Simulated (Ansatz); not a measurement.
**BClFH₃OSi: basis-set convergence**

How large a basis does BClFH₃OSi need? Two functionals are run in growing sets.

Program: Ansatz 0.2.0, Gaussian basis. Level of theory: one geometry, several basis sets. These are calculated values, not measurements.

Levels to be run: PBE0-D4/def2-SVP; ωB97M-V/def2-SVP; PBE0-D4/def2-QZVPP; ωB97M-V/def2-QZVPP; the functionals' def2-TZVPP values are taken from earlier runs.

### 1 The relaxed structure

The geometry comes from an earlier relaxation with PBE0-D4 in a triple-zeta def2 set; it is a stationary point, not always the lowest conformer.

8 atoms, charge 0, spin multiplicity 1.

Atoms are counted from 1 here; the program's logs count them from 0.

Bond lengths: B1–Si2 1.994 Å, B1–H6 1.193 Å, B1–H7 1.193 Å, Si2–O3 1.624 Å, Si2–F4 1.594 Å, Si2–Cl5 2.059 Å, O3–H8 0.959 Å. Angles: Si2–B1–H6 120.7°, Si2–B1–H7 120.1°, H6–B1–H7 119.0°, B1–Si2–O3 112.3°, B1–Si2–F4 114.7°, B1–Si2–Cl5 104.2°, O3–Si2–F4 108.7°, O3–Si2–Cl5 111.3°, F4–Si2–Cl5 105.4°, Si2–O3–H8 119.5°.

### 2 PBE0-D4 in def2-SVP

File in.yaml:

```yaml
crystal:
  periodic: [false, false, false]
  atoms:
    - {symbol: B, position_ang: [-1.034669, 1.091072, -0.158326]}
    - {symbol: Si, position_ang: [0.320954, -0.370326, -0.184036]}
    - {symbol: O, position_ang: [0.402630, -1.160841, 1.232069]}
    - {symbol: F, position_ang: [0.128217, -1.436083, -1.353687]}
    - {symbol: Cl, position_ang: [2.092338, 0.590027, -0.607321]}
    - {symbol: H, position_ang: [-1.596094, 1.418971, -1.158406]}
    - {symbol: H, position_ang: [-1.234221, 1.704779, 0.844636]}
    - {symbol: H, position_ang: [1.013045, -1.894700, 1.329269]}
basis:
  gaussian: {orbitals: def2-SVP}
hamiltonian: {xc: pbe0, dispersion: d4}
output: {orbitals: {seedname: orbitals}}
```

Started as:

```
$ ansatz run in.yaml --threads 2 --pin off --events-out ev --progress --plain --max-ram 4352MiB
```

After this run come: ωB97M-V in def2-SVP; PBE0-D4 in def2-QZVPP; ωB97M-V in def2-QZVPP.

Q: Predict the results of all the runs planned. Wanted: PBE0-D4: double and triple zeta above quadruple; ωB97M-V: double and triple zeta above quadruple.

As calculated:

```
                                       quantity           value
PBE0-D4: double and triple zeta above quadruple  15.20, 0.96 eV
ωB97M-V: double and triple zeta above quadruple  15.27, 0.91 eV
```

PBE0-D4 gains 14.24 eV from double to triple zeta, then 0.96 eV more. Total energies overstate the basis error of differences, where much of it tends to cancel.
